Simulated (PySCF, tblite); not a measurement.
# H₂₈Mg₉N₄S₁₃: electronic excitations

Wanted: electronic excitations for H₂₈Mg₉N₄S₁₃.

Programs: tblite 0.8.0 and PySCF 2.14.0, with routines of our own; each step states its level. All values are computed. Atoms count from 0.

## 1. The starting structure

54 atoms, charge 0, multiplicity 1; geometry from: force field, distance geometry or constructed start.

## 2. Relaxing the molecule with GFN1-xTB

Job settings and geometry (Å):

```
{"job": {"kind": "relax", "xc": "GFN1-xTB", "basis": "xTB"}, "charge": 0, "multiplicity": 1}
Mg     0.422000    -0.099500     4.643200
Mg     0.413900    -0.095100    -1.851600
Mg    -1.564700    -1.247200     1.401100
Mg    -1.570600    -3.534800    -1.850900
Mg     0.416100     2.195500     1.403500
Mg    -3.560100     2.196200     1.397500
Mg     2.404200    -1.243200     1.396800
Mg     2.407500    -3.536500    -1.843200
Mg     2.406800     3.341800    -1.845100
S     -1.572700    -1.245700     3.835200
S      0.415000     2.195500     3.831500
S      2.401600    -1.246900     3.833600
S     -1.573300    -1.244200    -2.650800
S      0.419300    -0.098300     0.586200
S      0.414900     2.201800    -2.655600
S      2.402200    -1.244300    -2.649500
S     -3.556400    -0.095800     0.589800
S     -1.571000    -3.542600     0.587900
S      0.416500    -4.684600    -2.653300
S     -1.567100     3.344800     0.591600
S      2.401800     3.347700     0.590400
S      2.403200    -3.537700     0.588700
H      0.420500     2.201300    -4.029200
H     -2.700800    -4.194000     1.047400
H      2.404600     4.647500     1.049800
H      2.398000    -2.546800     4.296100
H      1.544600     2.849500     4.292900
H     -1.570500    -2.545300     4.294800
H     -1.569300     4.645300     1.046900
H      0.418200    -5.987100    -2.192400
H      3.534400    -4.189100     1.047800
H      2.402200    -1.243600    -4.035600
H     -1.570900    -1.244800    -4.037700
H     -4.681500    -0.749500     1.052600
N     -5.196800     3.146000     0.726800
H     -6.061600     2.678100     1.058300
H     -5.225300     4.126800     1.057100
H     -5.223600     3.162000    -0.309200
N     -3.209900    -4.490600    -2.514800
H     -3.242300    -4.498600    -3.550100
H     -3.237600    -5.471500    -2.179700
H     -4.069200    -4.024000    -2.179800
N      4.050100    -0.296300     0.726500
H      4.353500     0.437100     1.393200
H      4.830800    -0.956800     0.607700
H      3.865400     0.160000    -0.187900
N      2.406500     5.239000    -2.515300
H      1.566100     5.755700    -2.181200
H      3.243300     5.753500    -2.183300
H      2.406000     5.270200    -3.549300
H      3.823900     2.516300    -2.421600
H      3.831400    -4.358200    -2.425000
H      0.416700    -0.098100     6.384900
H     -3.560200     2.195100     3.137100
```

On the command line:

```console
> OMP_NUM_THREADS=4 python large_run.py task.json out
```

One launch serves the whole session: the jobs run in the order shown.

Standard output:

```text
step      E/eV     max force
  0   -2261.58349    1.866
  1   -2262.28052    1.377
  2   -2262.64673    1.033
  3   -2262.84636    0.827
  4   -2263.19389    0.653
  5   -2263.28746    0.661
  6   -2263.47593    0.513
  7   -2263.62134    0.644
  8   -2263.78925    0.575
  9   -2263.88222    0.407
 10   -2263.92503    0.358
 11   -2263.95865    0.324
 12   -2264.00516    0.301
 13   -2264.02972    0.232
 14   -2264.04297    0.213
 15   -2264.05792    0.217
 16   -2264.07641    0.248
 17   -2264.09635    0.226
 18   -2264.11123    0.205
 19   -2264.11951    0.180
 20   -2264.12607    0.149
 21   -2264.13498    0.175
 22   -2264.14257    0.136
 23   -2264.14740    0.138
 24   -2264.15150    0.135
 25   -2264.15700    0.143
 26   -2264.16501    0.162
 27   -2264.17491    0.176
 28   -2264.18464    0.238
 29   -2264.19388    0.233
 30   -2264.20416    0.167
 31   -2264.21505    0.154
 32   -2264.22330    0.139
 33   -2264.22994    0.150
 34   -2264.23698    0.155
 35   -2264.24508    0.171
 36   -2264.25573    0.202
 37   -2264.26671    0.177
 38   -2264.27580    0.174
 39   -2264.28360    0.162
 40   -2264.29171    0.176
 41   -2264.30121    0.193
 42   -2264.31216    0.243
 43   -2264.32303    0.170
 44   -2264.33185    0.234
 45   -2264.34163    0.187
 46   -2264.35356    0.254
 47   -2264.36395    0.274
 48   -2264.37645    0.229
 49   -2264.38569    0.179
 50   -2264.39408    0.155
 51   -2264.40306    0.193
 52   -2264.41281    0.186
 53   -2264.42117    0.128
 54   -2264.42786    0.218
 55   -2264.43202    0.210
 56   -2264.43735    0.145
 57   -2264.44293    0.128
 58   -2264.45070    0.106
 59   -2264.45838    0.108
 60   -2264.46572    0.128
 61   -2264.47044    0.133
 62   -2264.47498    0.114
 63   -2264.47978    0.140
 64   -2264.48605    0.122
 65   -2264.49157    0.125
 66   -2264.49509    0.122
 67   -2264.49872    0.113
 68   -2264.50344    0.158
 69   -2264.50870    0.117
 70   -2264.51329    0.111
 71   -2264.51645    0.120
 72   -2264.51915    0.125
 73   -2264.52279    0.134
 74   -2264.52714    0.147
 75   -2264.53096    0.139
 76   -2264.53319    0.085
 77   -2264.53517    0.112
 78   -2264.53724    0.111
 79   -2264.53966    0.095
 80   -2264.54207    0.088
 81   -2264.54431    0.080
 82   -2264.54632    0.096
 83   -2264.54843    0.106
 84   -2264.55067    0.111
 85   -2264.55298    0.084
 86   -2264.55512    0.089
 87   -2264.55684    0.089
 88   -2264.55841    0.081
 89   -2264.56016    0.084
 90   -2264.56210    0.098
 91   -2264.56395    0.083
 92   -2264.56557    0.081
 93   -2264.56745    0.084
 94   -2264.56992    0.104
 95   -2264.57231    0.098
 96   -2264.57411    0.069
 97   -2264.57551    0.071
 98   -2264.57701    0.074
 99   -2264.57873    0.093
100   -2264.58075    0.079
101   -2264.58228    0.072
102   -2264.58345    0.061
103   -2264.58464    0.072
104   -2264.58598    0.076
105   -2264.58740    0.074
106   -2264.58875    0.092
107   -2264.59001    0.071
108   -2264.59136    0.076
109   -2264.59281    0.099
110   -2264.59452    0.105
111   -2264.59610    0.103
112   -2264.59752    0.068
113   -2264.59884    0.059
114   -2264.60017    0.077
115   -2264.60141    0.060
116   -2264.60270    0.097
117   -2264.60404    0.076
118   -2264.60581    0.083
119   -2264.60807    0.084
120   -2264.61059    0.068
121   -2264.61251    0.069
122   -2264.61393    0.071
123   -2264.61533    0.077
124   -2264.61687    0.061
125   -2264.61838    0.051
126   -2264.61977    0.059
127   -2264.62126    0.069
128   -2264.62315    0.118
129   -2264.62542    0.108
130   -2264.62784    0.085
131   -2264.62961    0.053
132   -2264.63072    0.049
133   -2264.63239    0.066
134   -2264.63403    0.055
135   -2264.63528    0.081
136   -2264.63619    0.062
137   -2264.63717    0.067
138   -2264.63836    0.066
139   -2264.63981    0.070
140   -2264.64114    0.071
141   -2264.64236    0.071
142   -2264.64413    0.070
143   -2264.64628    0.078
144   -2264.64849    0.082
145   -2264.65055    0.078
146   -2264.65240    0.069
147   -2264.65391    0.063
148   -2264.65517    0.088
149   -2264.65625    0.059
150   -2264.65734    0.044
151   -2264.65819    0.042
152   -2264.65966    0.072
153   -2264.66146    0.093
154   -2264.66410    0.099
155   -2264.66731    0.092
156   -2264.67058    0.083
157   -2264.67310    0.077
158   -2264.67432    0.130
159   -2264.67626    0.078
160   -2264.67774    0.078
161   -2264.68023    0.095
162   -2264.68165    0.085
163   -2264.68437    0.079
164   -2264.68729    0.104
165   -2264.69046    0.128
166   -2264.69355    0.195
167   -2264.69636    0.130
168   -2264.70114    0.096
169   -2264.70687    0.134
170   -2264.71274    0.127
171   -2264.72235    0.187
172   -2264.73244    0.204
173   -2264.74369    0.265
174   -2264.73101    0.743
175   -2264.76123    0.218
176   -2264.76892    0.135
177   -2264.78047    0.140
178   -2264.79345    0.133
179   -2264.79853    0.209
180   -2264.80501    0.177
181   -2264.81116    0.131
182   -2264.81468    0.124
183   -2264.82046    0.160
184   -2264.82426    0.191
185   -2264.82959    0.141
186   -2264.83497    0.105
187   -2264.84071    0.121
188   -2264.84715    0.108
189   -2264.85241    0.167
190   -2264.85678    0.117
191   -2264.86100    0.106
192   -2264.86518    0.104
193   -2264.86878    0.110
194   -2264.87169    0.097
195   -2264.87455    0.112
196   -2264.87784    0.103
197   -2264.88104    0.099
198   -2264.88380    0.084
199   -2264.88596    0.063
200   -2264.88777    0.090
201   -2264.88960    0.063
202   -2264.89135    0.062
203   -2264.89279    0.067
204   -2264.89431    0.080
205   -2264.89581    0.069
206   -2264.89733    0.067
207   -2264.89881    0.071
208   -2264.90017    0.089
209   -2264.90132    0.075
210   -2264.90224    0.050
211   -2264.90298    0.044
212   -2264.90378    0.067
213   -2264.90481    0.086
214   -2264.90601    0.078
215   -2264.90713    0.058
216   -2264.90816    0.063
217   -2264.90916    0.070
218   -2264.91017    0.065
219   -2264.91104    0.040
220   -2264.91177    0.044
221   -2264.91247    0.067
222   -2264.91334    0.077
223   -2264.91440    0.068
224   -2264.91551    0.058
225   -2264.91659    0.056
226   -2264.91777    0.065
227   -2264.91901    0.075
228   -2264.92006    0.045
229   -2264.92088    0.059
230   -2264.92169    0.053
231   -2264.92282    0.071
232   -2264.92436    0.080
233   -2264.92604    0.071
234   -2264.92761    0.064
235   -2264.92956    0.066
236   -2264.93196    0.090
237   -2264.93476    0.096
238   -2264.93694    0.099
239   -2264.93918    0.106
240   -2264.94136    0.096
241   -2264.94614    0.163
242   -2264.95015    0.153
243   -2264.95415    0.151
244   -2264.95657    0.143
245   -2264.95935    0.084
246   -2264.96252    0.119
247   -2264.96594    0.095
248   -2264.97011    0.100
249   -2264.97447    0.112
250   -2264.97925    0.100
251   -2264.98434    0.125
252   -2264.98835    0.101
253   -2264.99116    0.120
254   -2264.99416    0.144
255   -2264.99717    0.083
256   -2265.00033    0.077
257   -2265.00204    0.060
258   -2265.00465    0.076
259   -2265.00714    0.081
260   -2265.01010    0.082
261   -2265.01285    0.071
262   -2265.01556    0.082
263   -2265.01803    0.075
264   -2265.02038    0.064
265   -2265.02237    0.067
266   -2265.02403    0.072
267   -2265.02552    0.081
268   -2265.02738    0.073
269   -2265.02995    0.083
270   -2265.03315    0.097
271   -2265.03681    0.097
272   -2265.04058    0.108
273   -2265.04412    0.101
274   -2265.04721    0.084
275   -2265.04984    0.094
276   -2265.05222    0.103
277   -2265.05516    0.097
278   -2265.05915    0.096
279   -2265.06453    0.129
280   -2265.06963    0.142
281   -2265.07747    0.194
282   -2265.08640    0.191
283   -2265.09892    0.230
284   -2265.10707    0.352
285   -2265.12204    0.254
286   -2265.12981    0.205
287   -2265.13913    0.181
288   -2265.14563    0.164
289   -2265.15476    0.188
290   -2265.16561    0.187
291   -2265.17290    0.158
292   -2265.17976    0.136
293   -2265.18417    0.127
294   -2265.18854    0.195
295   -2265.19298    0.134
296   -2265.19796    0.111
297   -2265.20178    0.099
298   -2265.20622    0.130
299   -2265.21142    0.139
300   -2265.21820    0.136
301   -2265.22476    0.167
302   -2265.23088    0.140
303   -2265.23574    0.135
304   -2265.24028    0.139
305   -2265.24412    0.105
306   -2265.24696    0.091
307   -2265.24895    0.078
308   -2265.25079    0.066
309   -2265.25321    0.072
310   -2265.25653    0.085
311   -2265.26081    0.113
312   -2265.26542    0.114
313   -2265.26995    0.116
314   -2265.27398    0.112
315   -2265.27792    0.129
316   -2265.28168    0.097
317   -2265.28556    0.086
318   -2265.28895    0.093
319   -2265.29241    0.096
320   -2265.29578    0.083
321   -2265.29897    0.112
322   -2265.30129    0.145
323   -2265.30402    0.067
324   -2265.30617    0.079
325   -2265.30844    0.074
326   -2265.31064    0.071
327   -2265.31278    0.065
328   -2265.31433    0.060
329   -2265.31557    0.058
330   -2265.31687    0.057
331   -2265.31841    0.053
332   -2265.32003    0.051
333   -2265.32164    0.069
334   -2265.32311    0.053
335   -2265.32451    0.055
336   -2265.32599    0.058
337   -2265.32747    0.052
338   -2265.32878    0.058
339   -2265.32989    0.053
340   -2265.33089    0.048
341   -2265.33187    0.051
342   -2265.33270    0.046
343   -2265.33336    0.039
344   -2265.33402    0.039
345   -2265.33489    0.047
346   -2265.33601    0.057
347   -2265.33724    0.058
348   -2265.33832    0.045
349   -2265.33918    0.041
350   -2265.33997    0.037
351   -2265.34084    0.040
352   -2265.34168    0.045
353   -2265.34245    0.048
354   -2265.34322    0.043
355   -2265.34405    0.041
356   -2265.34483    0.047
357   -2265.34549    0.043
358   -2265.34608    0.030
359   -2265.34673    0.040
360   -2265.34749    0.041
361   -2265.34830    0.038
362   -2265.34911    0.044
363   -2265.34994    0.042
364   -2265.35084    0.051
365   -2265.35192    0.061
366   -2265.35309    0.058
367   -2265.35402    0.046
368   -2265.35494    0.047
369   -2265.35595    0.059
370   -2265.35700    0.068
371   -2265.35813    0.063
372   -2265.35925    0.061
373   -2265.36046    0.054
374   -2265.36150    0.058
375   -2265.36261    0.066
376   -2265.36367    0.041
377   -2265.36456    0.055
378   -2265.36538    0.057
379   -2265.36619    0.053
380   -2265.36705    0.049
381   -2265.36804    0.059
382   -2265.36886    0.097
383   -2265.37016    0.058
384   -2265.37152    0.054
385   -2265.37334    0.057
386   -2265.37492    0.069
387   -2265.37692    0.074
388   -2265.37871    0.067
389   -2265.38052    0.061
390   -2265.38229    0.059
391   -2265.38390    0.064
392   -2265.38520    0.081
393   -2265.38641    0.059
394   -2265.38780    0.050
395   -2265.38917    0.056
396   -2265.39052    0.058
397   -2265.39162    0.059
398   -2265.39261    0.057
399   -2265.39365    0.052
400   -2265.39463    0.057
401   -2265.39545    0.035
402   -2265.39610    0.037
403   -2265.39671    0.039
404   -2265.39732    0.035
405   -2265.39793    0.036
406   -2265.39852    0.036
407   -2265.39905    0.032
408   -2265.39946    0.036
409   -2265.39979    0.030
410   -2265.40008    0.028
411   -2265.40043    0.030
412   -2265.40079    0.042
413   -2265.40121    0.046
414   -2265.40160    0.032
415   -2265.40196    0.031
416   -2265.40228    0.034
417   -2265.40259    0.036
418   -2265.40288    0.037
419   -2265.40318    0.028
420   -2265.40349    0.030
421   -2265.40380    0.026
422   -2265.40411    0.030
423   -2265.40440    0.026
424   -2265.40465    0.026
425   -2265.40484    0.025
426   -2265.40499    0.018
```

It took 22 s on 4 threads of Arm Neoverse V2, shared host; peak memory 0.16 GiB.

Step by step:

```
step  energy from step 0 (eV)  largest force (eV/Å)
   0                   0.0000                1.8661
   1                  -0.6970                1.3772
   2                  -1.0632                1.0329
   3                  -1.2629                0.8268
   4                  -1.6104                0.6522
   5                  -1.7040                0.6613
   6                  -1.8924                0.5132
   7                  -2.0379                0.6442
   8                  -2.2058                0.5749
  45                  -2.7581                0.1865
  83                  -2.9649                0.1055
 120                  -3.0271                0.0682
 158                  -3.0908                0.1296
 196                  -3.2944                0.1035
 233                  -3.3425                0.0707
 271                  -3.4533                0.0976
 309                  -3.6697                0.0719
 346                  -3.7525                0.0570
 384                  -3.7880                0.0534
 422                  -3.8206                0.0306
 423                  -3.8209                0.0258
 424                  -3.8212                0.0260
 425                  -3.8214                0.0253
 426                  -3.8215                0.0186
```

Distances of close pairs at the start and the end, largest changes first:

```
   bond  before (Å)  after (Å)  change (Å)
Mg3–S21       4.663      2.672      -1.991
 Mg6–S9       4.665      2.755      -1.910
Mg3–N38       2.010      2.748      +0.737
Mg6–N42       2.014      2.626      +0.613
Mg8–N46       2.012      2.407      +0.395
Mg5–N34       2.008      2.380      +0.373
Mg8–H50       1.738      1.592      -0.147
Mg7–H51       1.744      1.598      -0.146
```

The final coordinates are the input of the step that follows.

## 3. Electronic excitations: TDA PBE0/def2-SVP

Job settings and geometry (Å):

```
{"job": {"kind": "uv", "basis": "def2-SVP", "grid": 1, "kgrid": 0, "vcut": 1.5, "nstates": 6, "ntriplets": 2, "tda": true, "delta": [], "pop": true, "xc": "PBE0"}, "charge": 0, "multiplicity": 1}
Mg     1.427340    -0.301135     5.028283
Mg     0.426584     0.028686    -1.586238
Mg    -1.655845    -0.905508     1.796437
Mg    -1.091670    -3.236904    -0.975764
Mg     0.746008     2.166856     1.754166
Mg    -3.326124     2.751269     0.725086
Mg     1.689995    -1.467221     1.730291
Mg     2.177538    -3.821185    -2.034838
Mg     2.028035     3.872385    -1.752756
S     -0.279664    -1.510226     3.656006
S      1.292551     1.890498     4.022295
S      3.157224    -1.305716     3.547215
S     -1.631131    -1.147309    -2.056820
S      0.244304     0.093155     0.742101
S      0.408489     2.237208    -2.440353
S      2.147884    -1.437230    -2.359507
S     -3.387229     0.673027     1.909265
S     -2.428728    -3.040409     0.961550
S     -0.094997    -4.599042    -2.633492
S     -1.135402     3.569082     1.251892
S      2.549414     2.897527     0.349009
S      1.266303    -3.346120     0.276022
H      0.512965     2.125209    -3.756396
H     -3.511971    -2.636246     0.314070
H      3.321715     3.764778     0.987072
H      2.980942    -2.542484     3.997495
H      2.600229     2.015038     3.842983
H     -0.814401    -2.530290     4.316891
H     -1.377849     4.235294     2.370243
H      0.012040    -5.715800    -1.922410
H      1.315557    -4.429967     1.040909
H      2.595440    -1.040328    -3.539885
H     -1.607842    -1.425390    -3.353070
H     -4.395343     0.018634     1.350941
N     -2.766665     1.916451    -1.432541
H     -2.708230     0.900300    -1.486754
H     -3.394296     2.201677    -2.172392
H     -1.840604     2.247722    -1.703562
N     -3.322789    -4.231830    -2.233495
H     -2.799995    -4.790837    -2.895589
H     -4.081121    -4.792534    -1.874644
H     -3.717600    -3.450635    -2.737137
N      3.630893    -0.341350     0.365332
H      3.487178     0.667443     0.367077
H      4.587051    -0.509483     0.645432
H      3.535243    -0.645955    -0.601592
N      0.237838     5.324525    -1.058921
H     -0.170922     4.936611    -0.204392
H      0.339731     6.318151    -0.908116
H     -0.467491     5.202625    -1.772953
H      2.964623     4.712793    -2.727506
H      3.461668    -4.743847    -2.266995
H      1.459568    -0.512737     6.615657
H     -4.590700     3.706348     0.529205
```

Method: TDA PBE0/def2-SVP, vertical, gas phase, core orbitals frozen in the response, virtual orbitals cut by energy.

Standard output:

```text
start: PBE on a coarse grid of 54360 points
cycle   1  E = -7206.8614039563  dE =  1.839e+00  |g| = 1.117e+00  |ddm| = 7.902e+00
cycle   2  E = -7206.5359657975  dE =  3.254e-01  |g| = 1.627e+00  |ddm| = 4.807e+00
cycle   3  E = -7207.2095793874  dE = -6.736e-01  |g| = 2.650e-01  |ddm| = 2.875e+00
cycle   4  E = -7207.2298808972  dE = -2.030e-02  |g| = 5.961e-02  |ddm| = 4.769e-01
cycle   5  E = -7207.2306749830  dE = -7.941e-04  |g| = 2.380e-02  |ddm| = 1.215e-01
cycle   6  E = -7207.2308623146  dE = -1.873e-04  |g| = 5.979e-03  |ddm| = 4.781e-02
final grid: 209337 points
cycle   7  E = -7208.7307670541  dE = -1.545e-02  |g| = 4.114e-02  |ddm| = 6.274e-01
cycle   8  E = -7208.7309068487  dE = -1.398e-04  |g| = 3.405e-02  |ddm| = 1.155e-01
cycle   9  E = -7208.7311618439  dE = -2.550e-04  |g| = 9.275e-03  |ddm| = 4.872e-02
cycle  10  E = -7208.7311779742  dE = -1.613e-05  |g| = 1.639e-03  |ddm| = 1.112e-02
cycle  11  E = -7208.7311782354  dE = -2.612e-07  |g| = 3.820e-04  |ddm| = 3.392e-03
cycle  12  E = -7208.7311809568  dE = -2.721e-06  |g| = 1.173e-04  |ddm| = 8.943e-04
cycle  13  E = -7208.7311793596  dE =  1.597e-06  |g| = 3.040e-05  |ddm| = 2.672e-04
converged SCF energy = -7208.7311793596

Static polarisability (au): isotropic 454.872, principal 434.573 450.675 479.369

Singlet excitations
state   eV       nm        f      main configurations
  1   4.9075    252.6   0.00373   H->L 0.94
  2   4.9895    248.5   0.00032   H-2->L 0.82, H-2->L+1 0.12
  3   5.1362    241.4   0.00834   H-1->L 0.81, H-1->L+1 0.13
  4   5.1573    240.4   0.00122   H->L+1 0.89
  5   5.2233    237.4   0.00267   H-3->L 0.47, H-3->L+1 0.34
  6   5.3416    232.1   0.00311   H-1->L+1 0.45, H->L+3 0.23

Triplet excitations (Tamm-Dancoff, eV): 4.8715 4.9389
```

Run time: 2.9 min. Hardware: 4 threads of Arm Neoverse V2, shared host; peak memory 2.8 GiB.

Frontier orbitals and where they lie:

```
orbital     eV                        atoms
 HOMO−4  -7.24  S11 51 %, S9 23 %, S10 10 %
 HOMO−3  -6.80           H50 51 %, Mg8 37 %
 HOMO−2  -6.73  H51 50 %, Mg7 36 %, S18 6 %
 HOMO−1  -6.59           H53 51 %, Mg5 37 %
   HOMO  -6.35  H52 50 %, Mg0 36 %, S11 5 %
   LUMO  -0.90  H30 10 %, S21 10 %, Mg1 9 %
 LUMO+1  -0.66   Mg1 15 %, H22 9 %, Mg4 8 %
 LUMO+2  -0.45   Mg3 21 %, Mg2 7 %, H23 5 %
 LUMO+3  -0.29  Mg2 15 %, Mg4 14 %, H32 6 %
```

With each of the 6 states as a Gaussian band of 0.4 eV half-width at 1/e, the curve within the window shown has maxima at 241 nm (ε 710) L/(mol cm). Beyond the last state computed it falls off for lack of states. The curve at chosen wavelengths:

```
 nm  ε (L/mol/cm)
220           194
223           280
225           344
228           443
231           538
234           619
236           660
239           698
242           706
244           696
247           660
250           603
253           534
255           484
258           408
261           335
264           269
266           229
269           177
272           134
274           110
277            81
280            58
283            41
285            33
288            23
```

Ground-state properties from the same run:

```
           property  computed
  dipole moment (D)      9.14
polarisability (Å³)     67.41
 HOMO–LUMO gap (eV)      5.45
      −ε(HOMO) (eV)      6.35
```

## 4. Results

| quantity | value |
| --- | --- |
| lowest singlet (PBE0/def2-SVP) | 4.91 eV (253 nm), f = 0.004 |
| brightest single state of those computed | state 3, 5.14 eV, f = 0.008 |
| lowest triplet | 4.87 eV |

The lowest singlet, at 4.91 eV, is HOMO→LUMO 0.94 and is weak; of the 6 states computed, the strongest absorption comes from states 3 to 4 together at 5.14 eV. The lowest triplet lies 0.04 eV below the lowest singlet.
